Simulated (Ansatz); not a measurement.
# H72O36, 108 atoms: time against threads

Wanted: the time that a single point at B3LYP takes for H72O36, and how the time changes with the share of the machine.

Program: Ansatz 0.2.0 (single point, B3LYP, Gaussian basis). Host: Intel Xeon 6975P-C (Granite Rapids), 96 cores, 190 hardware threads, 362 GiB; it was booked for these runs alone, one at a time. Each run is timed once from launch to exit, start-up included.

### Step 1. What is computed

A cluster of 108 atoms and 360 electrons, in the basis 6-31g.

### Step 2. First run

input.yaml reads:

```yaml
crystal:
  periodic: [false, false, false]
  atoms:
    - { symbol: O, position_ang: [0.0000, 0.0000, 0.0000] }
    - { symbol: H, position_ang: [-0.4699, -0.0854, 0.8352] }
    - { symbol: H, position_ang: [-0.1225, -0.8515, -0.4308] }
    - { symbol: O, position_ang: [0.0000, 0.0000, 3.0500] }
    - { symbol: H, position_ang: [0.4479, 0.0931, 3.8964] }
    - { symbol: H, position_ang: [0.6525, 0.2838, 2.4023] }
    - { symbol: O, position_ang: [0.0000, 0.0000, 6.1000] }
    - { symbol: H, position_ang: [0.6928, -0.1669, 6.7464] }
    - { symbol: H, position_ang: [-0.7881, 0.1550, 6.6297] }
    - { symbol: O, position_ang: [0.0000, 0.0000, 9.1500] }
    - { symbol: H, position_ang: [0.4569, 0.4061, 9.8930] }
    - { symbol: H, position_ang: [-0.8972, -0.1385, 9.4686] }
    - { symbol: O, position_ang: [0.0000, 3.0500, 0.0000] }
    - { symbol: H, position_ang: [0.5254, 3.8375, -0.1720] }
    - { symbol: H, position_ang: [-0.0575, 2.6104, -0.8539] }
    - { symbol: O, position_ang: [0.0000, 3.0500, 3.0500] }
    - { symbol: H, position_ang: [0.1438, 3.9883, 2.8930] }
    - { symbol: H, position_ang: [0.2145, 2.6321, 2.2103] }
    - { symbol: O, position_ang: [0.0000, 3.0500, 6.1000] }
    - { symbol: H, position_ang: [0.4167, 3.3431, 6.9162] }
    - { symbol: H, position_ang: [-0.6837, 2.4373, 6.3879] }
    - { symbol: O, position_ang: [0.0000, 3.0500, 9.1500] }
    - { symbol: H, position_ang: [-0.2065, 2.7861, 8.2481] }
    - { symbol: H, position_ang: [-0.6871, 2.6375, 9.6825] }
    - { symbol: O, position_ang: [0.0000, 6.1000, 0.0000] }
    - { symbol: H, position_ang: [0.6321, 5.3794, 0.0831] }
    - { symbol: H, position_ang: [0.5363, 6.8607, -0.2438] }
    - { symbol: O, position_ang: [0.0000, 6.1000, 3.0500] }
    - { symbol: H, position_ang: [0.0767, 5.9372, 2.1048] }
    - { symbol: H, position_ang: [-0.2794, 7.0186, 3.1120] }
    - { symbol: O, position_ang: [0.0000, 6.1000, 6.1000] }
    - { symbol: H, position_ang: [0.9055, 6.1188, 5.7754] }
    - { symbol: H, position_ang: [-0.1575, 6.9937, 6.4196] }
    - { symbol: O, position_ang: [0.0000, 6.1000, 9.1500] }
    - { symbol: H, position_ang: [-0.8471, 5.6701, 8.9975] }
    - { symbol: H, position_ang: [0.0240, 6.2496, 10.1001] }
    - { symbol: O, position_ang: [0.0000, 9.1500, 0.0000] }
    - { symbol: H, position_ang: [-0.7591, 9.6762, 0.2694] }
    - { symbol: H, position_ang: [0.7170, 9.7871, -0.0757] }
    - { symbol: O, position_ang: [0.0000, 9.1500, 3.0500] }
    - { symbol: H, position_ang: [-0.5264, 9.1840, 2.2454] }
    - { symbol: H, position_ang: [0.2549, 8.2257, 3.1294] }
    - { symbol: O, position_ang: [0.0000, 9.1500, 6.1000] }
    - { symbol: H, position_ang: [-0.4498, 8.3015, 6.0414] }
    - { symbol: H, position_ang: [0.8994, 8.9634, 5.8138] }
    - { symbol: O, position_ang: [0.0000, 9.1500, 9.1500] }
    - { symbol: H, position_ang: [0.3857, 9.6585, 9.8700] }
    - { symbol: H, position_ang: [0.7285, 8.6166, 8.8177] }
    - { symbol: O, position_ang: [3.0500, 0.0000, 0.0000] }
    - { symbol: H, position_ang: [3.4495, 0.0117, -0.8752] }
    - { symbol: H, position_ang: [3.3850, 0.7951, 0.4258] }
    - { symbol: O, position_ang: [3.0500, 0.0000, 3.0500] }
    - { symbol: H, position_ang: [2.1359, -0.0737, 3.3412] }
    - { symbol: H, position_ang: [3.1414, 0.9193, 2.7812] }
    - { symbol: O, position_ang: [3.0500, 0.0000, 6.1000] }
    - { symbol: H, position_ang: [3.9875, 0.1956, 6.0072] }
    - { symbol: H, position_ang: [2.8740, 0.1157, 7.0388] }
    - { symbol: O, position_ang: [3.0500, 0.0000, 9.1500] }
    - { symbol: H, position_ang: [2.4237, -0.3420, 9.7954] }
    - { symbol: H, position_ang: [3.7895, 0.3149, 9.6789] }
    - { symbol: O, position_ang: [3.0500, 3.0500, 0.0000] }
    - { symbol: H, position_ang: [2.5321, 2.4818, -0.5785] }
    - { symbol: H, position_ang: [3.6545, 3.5067, -0.5930] }
    - { symbol: O, position_ang: [3.0500, 3.0500, 3.0500] }
    - { symbol: H, position_ang: [2.7010, 2.4415, 3.7085] }
    - { symbol: H, position_ang: [2.5551, 3.8631, 3.1905] }
    - { symbol: O, position_ang: [3.0500, 3.0500, 6.1000] }
    - { symbol: H, position_ang: [3.5708, 2.9198, 6.8984] }
    - { symbol: H, position_ang: [2.1864, 3.3273, 6.4211] }
    - { symbol: O, position_ang: [3.0500, 3.0500, 9.1500] }
    - { symbol: H, position_ang: [2.9219, 2.3325, 8.5219] }
    - { symbol: H, position_ang: [2.2749, 3.0104, 9.7187] }
    - { symbol: O, position_ang: [3.0500, 6.1000, 0.0000] }
    - { symbol: H, position_ang: [2.2642, 5.6110, 0.2627] }
    - { symbol: H, position_ang: [2.8568, 7.0106, 0.2434] }
    - { symbol: O, position_ang: [3.0500, 6.1000, 3.0500] }
    - { symbol: H, position_ang: [2.6881, 6.2686, 2.1746] }
    - { symbol: H, position_ang: [2.8612, 6.9032, 3.5449] }
    - { symbol: O, position_ang: [3.0500, 6.1000, 6.1000] }
    - { symbol: H, position_ang: [3.3079, 7.0233, 6.1815] }
    - { symbol: H, position_ang: [2.1356, 6.0805, 6.3988] }
    - { symbol: O, position_ang: [3.0500, 6.1000, 9.1500] }
    - { symbol: H, position_ang: [2.5285, 6.2871, 8.3634] }
    - { symbol: H, position_ang: [2.8016, 6.7917, 9.7710] }
    - { symbol: O, position_ang: [3.0500, 9.1500, 0.0000] }
    - { symbol: H, position_ang: [2.8207, 9.0368, 0.9275] }
    - { symbol: H, position_ang: [3.9199, 8.7472, -0.0815] }
    - { symbol: O, position_ang: [3.0500, 9.1500, 3.0500] }
    - { symbol: H, position_ang: [3.7269, 9.6213, 2.5547] }
    - { symbol: H, position_ang: [2.2625, 9.2176, 2.5014] }
    - { symbol: O, position_ang: [3.0500, 9.1500, 6.1000] }
    - { symbol: H, position_ang: [2.5475, 8.6888, 5.4214] }
    - { symbol: H, position_ang: [2.3945, 9.3850, 6.7639] }
    - { symbol: O, position_ang: [3.0500, 9.1500, 9.1500] }
    - { symbol: H, position_ang: [3.5821, 9.9430, 9.2669] }
    - { symbol: H, position_ang: [3.2234, 8.8778, 8.2436] }
    - { symbol: O, position_ang: [6.1000, 0.0000, 0.0000] }
    - { symbol: H, position_ang: [5.6666, 0.3070, 0.8023] }
    - { symbol: H, position_ang: [6.0061, 0.7323, -0.6170] }
    - { symbol: O, position_ang: [6.1000, 0.0000, 3.0500] }
    - { symbol: H, position_ang: [5.1711, -0.0766, 2.8113] }
    - { symbol: H, position_ang: [6.0938, 0.4887, 3.8788] }
    - { symbol: O, position_ang: [6.1000, 0.0000, 6.1000] }
    - { symbol: H, position_ang: [6.9297, 0.1341, 6.5683] }
    - { symbol: H, position_ang: [6.1919, -0.8682, 5.6957] }
    - { symbol: O, position_ang: [6.1000, 0.0000, 9.1500] }
    - { symbol: H, position_ang: [5.2703, -0.4281, 8.9176] }
    - { symbol: H, position_ang: [6.4459, 0.3208, 8.3115] }
basis:
  gaussian: { orbitals: 6-31g }
hamiltonian: { xc: { name: B3LYP } }
scf: { lower_state_search: "off" }
output: { forces: true }
```

Started as:

```console
$ ansatz run input.yaml --backend cpu --events-out ev --progress --plain --runs-dir out
```

Output, cut to the lines that bear on the results:

```text
pinning: not binding workers (pin `auto` leaves the workers unbound: the CPU quota is narrower than the CPUs that the planning thread may run on, so engines sharing the machine would bind the same CPUs; pin `on` binds them even so)
[...]
Functional definition: B3LYP
[...]
5009 factors; integrals over basis functions are off by at most 3.3e-4 eV
[...]
mean field -74831.72644363 eV, -2750.0152240374 hartree, gradient 3.0e-6 eV, S^2 0.000000; 0 other end points of the search recorded, 0 dependent functions left out
[...]
reference -74831.72717404 eV, -2750.0152508794 hartree; 180, 180 occupied and 288, 288 virtual orbitals, 5009 factors
Total energy: -74831.72717404 eV, -2750.0152508794 hartree
Atom 0 at     0.000000     0.000000     0.000000 Å, force    -0.233673     0.502530    -0.371651 eV/Å
Atom 1 at    -0.469900    -0.085400     0.835200 Å, force    -0.392811     0.314690     0.933666 eV/Å
Atom 2 at    -0.122500    -0.851500    -0.430800 Å, force     0.338293    -0.632802    -0.533763 eV/Å
Atom 3 at     0.000000     0.000000     3.050000 Å, force     0.000525    -0.373153    -0.582059 eV/Å
Atom 4 at     0.447900     0.093100     3.896400 Å, force    -0.682993     0.156501     1.580624 eV/Å
Atom 5 at     0.652500     0.283800     2.402300 Å, force     0.228592     0.259136    -1.017306 eV/Å
Atom 6 at     0.000000     0.000000     6.100000 Å, force    -0.102212     0.015729    -0.342578 eV/Å
[...]
Atom 93 at     3.050000     9.150000     9.150000 Å, force    -0.617818    -0.051296     0.008414 eV/Å
Atom 94 at     3.582100     9.943000     9.266900 Å, force     0.354875     0.661161     0.563360 eV/Å
Atom 95 at     3.223400     8.877800     8.243600 Å, force     0.458534    -0.838387    -0.490751 eV/Å
Atom 96 at     6.100000     0.000000     0.000000 Å, force     0.002174    -0.276713    -0.429303 eV/Å
Atom 97 at     5.666600     0.307000     0.802300 Å, force     0.072140    -0.247649     1.077006 eV/Å
Atom 98 at     6.006100     0.732300    -0.617000 Å, force     0.202116     0.541865    -0.753106 eV/Å
Atom 99 at     6.100000     0.000000     3.050000 Å, force     0.418055    -0.074740    -0.248432 eV/Å
Atom 100 at     5.171100    -0.076600     2.811300 Å, force    -1.076219    -0.641561    -0.156267 eV/Å
Atom 101 at     6.093800     0.488700     3.878800 Å, force     0.257753     0.557523     0.729586 eV/Å
Atom 102 at     6.100000     0.000000     6.100000 Å, force    -0.304042     0.195272     0.205372 eV/Å
Atom 103 at     6.929700     0.134100     6.568300 Å, force     0.777462     0.551390     0.118877 eV/Å
Atom 104 at     6.191900    -0.868200     5.695700 Å, force    -0.391836    -0.786855    -0.744854 eV/Å
Atom 105 at     6.100000     0.000000     9.150000 Å, force     0.121494    -0.022508     0.581401 eV/Å
Atom 106 at     5.270300    -0.428100     8.917600 Å, force    -0.610913    -0.678355    -0.188162 eV/Å
Atom 107 at     6.445900     0.320800     8.311500 Å, force     0.199336     0.502981    -0.290382 eV/Å
Dipole moment:    -1.439858     2.614465     0.896398 e Å
Checks for a lower state left out: stability, starts, cluster_reference, orbital_swaps, neighbouring_geometries, increment
```

Wall time 4.6 s, CPU time 5.4 min, peak memory 3.8 GiB, 23 SCF iterations in all (96 threads).

Size of the job: 360 electrons, 468 basis functions.

Where the time went (the program's own counters):

```csv
phase,seconds,share of the wall time
hamiltonian,4.4,97 %
```

### Step 3. On 32 threads

input.yaml is that of step 2.

Started as:

```console
$ ansatz run input.yaml --threads 32 --backend cpu --events-out ev --progress --plain --runs-dir out
```

Output, cut to the lines that bear on the results:

```text
pinning: not binding workers (pin `auto` leaves the workers unbound: the CPU quota is narrower than the CPUs that the planning thread may run on, so engines sharing the machine would bind the same CPUs; pin `on` binds them even so)
[...]
[... 1 set-up line as earlier in the session ...]
[...]
5009 factors; integrals over basis functions are off by at most 3.3e-4 eV
[...]
mean field -74831.72644363 eV, -2750.0152240374 hartree, gradient 3.0e-6 eV, S^2 0.000000; 0 other end points of the search recorded, 0 dependent functions left out
[...]
reference -74831.72717404 eV, -2750.0152508794 hartree; 180, 180 occupied and 288, 288 virtual orbitals, 5009 factors
Total energy: -74831.72717404 eV, -2750.0152508794 hartree
Atom 0 at     0.000000     0.000000     0.000000 Å, force    -0.233673     0.502530    -0.371651 eV/Å
[...]
Atom 100 at     5.171100    -0.076600     2.811300 Å, force    -1.076219    -0.641561    -0.156267 eV/Å
Atom 101 at     6.093800     0.488700     3.878800 Å, force     0.257753     0.557523     0.729586 eV/Å
Atom 102 at     6.100000     0.000000     6.100000 Å, force    -0.304042     0.195272     0.205372 eV/Å
Atom 103 at     6.929700     0.134100     6.568300 Å, force     0.777462     0.551390     0.118877 eV/Å
Atom 104 at     6.191900    -0.868200     5.695700 Å, force    -0.391836    -0.786855    -0.744854 eV/Å
Atom 105 at     6.100000     0.000000     9.150000 Å, force     0.121494    -0.022508     0.581401 eV/Å
Atom 106 at     5.270300    -0.428100     8.917600 Å, force    -0.610913    -0.678355    -0.188162 eV/Å
Atom 107 at     6.445900     0.320800     8.311500 Å, force     0.199336     0.502981    -0.290382 eV/Å
Dipole moment:    -1.439858     2.614465     0.896398 e Å
Checks for a lower state left out: stability, starts, cluster_reference, orbital_swaps, neighbouring_geometries, increment
```

Wall time 5.2 s, CPU time 2.2 min, peak memory 3.3 GiB, 23 SCF iterations in all (32 threads).

### Step 4. Speed-up with more threads

```csv
threads,wall time,speed-up,efficiency,CPU time
32,5.2 s,1,100 %,2.2 min
96,4.6 s,1.1,38 %,5.4 min
```

### Step 5. What came out

| quantity | value |
| --- | --- |
| reference | 4.6 s on 96 threads |
| fastest over threads | 4.6 s on 96 |
| speed-up from 32 to 96 threads | 1.1 (38 % efficient) |

In words: Going from 32 to 96 threads cuts the time by a factor of 1.1, 38 % of the ideal. The figures hold for this build, input and host.
